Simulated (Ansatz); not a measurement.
**TiBr3Cl: how energies converge with the basis set**

An exercise on one series of results from a longer session: the logs are not shown, and one member is left open.

Computed with Ansatz 0.2.0, Gaussian basis. Level: one geometry, several basis sets.

Plan: PBE0-D4/def2-SVP; ωB97M-V/def2-SVP; PBE0-D4/def2-QZVPP; ωB97M-V/def2-QZVPP; the functionals' def2-TZVPP values are taken from earlier runs.

## The relaxed structure

The geometry comes from an earlier relaxation with PBE0-D4 in a triple-zeta def2 set; it is a stationary point.

SMILES `[Cl][Ti]([Br])([Br])[Br]`, 5 atoms, charge 0, spin multiplicity 1.

Atoms are counted from 1 here; the program's logs count them from 0.

Bond lengths: Cl1–Ti2 2.160 Å, Ti2–Br3 2.315 Å, Ti2–Br4 2.315 Å, Ti2–Br5 2.315 Å. Angles: Cl1–Ti2–Br3 109.6°, Cl1–Ti2–Br4 109.6°, Cl1–Ti2–Br5 109.6°, Br3–Ti2–Br4 109.4°, Br3–Ti2–Br5 109.4°, Br4–Ti2–Br5 109.4°.

The first run:

in.yaml

```yaml
crystal:
  periodic: [false, false, false]
  atoms:
    - {symbol: Cl, position_ang: [-0.835059, -0.212848, 2.005719]}
    - {symbol: Ti, position_ang: [-0.002683, -0.017693, 0.021905]}
    - {symbol: Br, position_ang: [1.913518, -1.306222, -0.144641]}
    - {symbol: Br, position_ang: [-1.550747, -0.736832, -1.542131]}
    - {symbol: Br, position_ang: [0.524871, 2.199994, -0.382351]}
basis:
  gaussian: {orbitals: def2-SVP}
hamiltonian: {xc: pbe0, dispersion: d4}
output: {orbitals: {seedname: orbitals}}
```

Launch:

```console
> ansatz run in.yaml --threads 4 --pin off --events-out ev --progress --plain --max-ram 11315MiB
```

Steps of the session up to this table: PBE0-D4 in def2-SVP; ωB97M-V in def2-SVP; PBE0-D4 in def2-QZVPP; ωB97M-V in def2-QZVPP.

One of the session's tables, all rows but one given; the rest of the session is left out.

It belongs to the step «Functionals by basis». 

```
functional       basis  HOMO (eV)  LUMO (eV)
   PBE0-D4    def2-SVP          ?          ?
   PBE0-D4  def2-TZVPP      -8.79      -3.73
   PBE0-D4  def2-QZVPP      -8.79      -3.73
   ωB97M-V    def2-SVP     -10.77      -1.73
   ωB97M-V  def2-TZVPP     -10.87      -1.68
   ωB97M-V  def2-QZVPP     -10.89      -1.69
```

Estimate the missing values for PBE0-D4, def2-SVP.

As computed: HOMO (eV): -8.73; LUMO (eV): -3.81. In the column «HOMO (eV)» it is the highest.
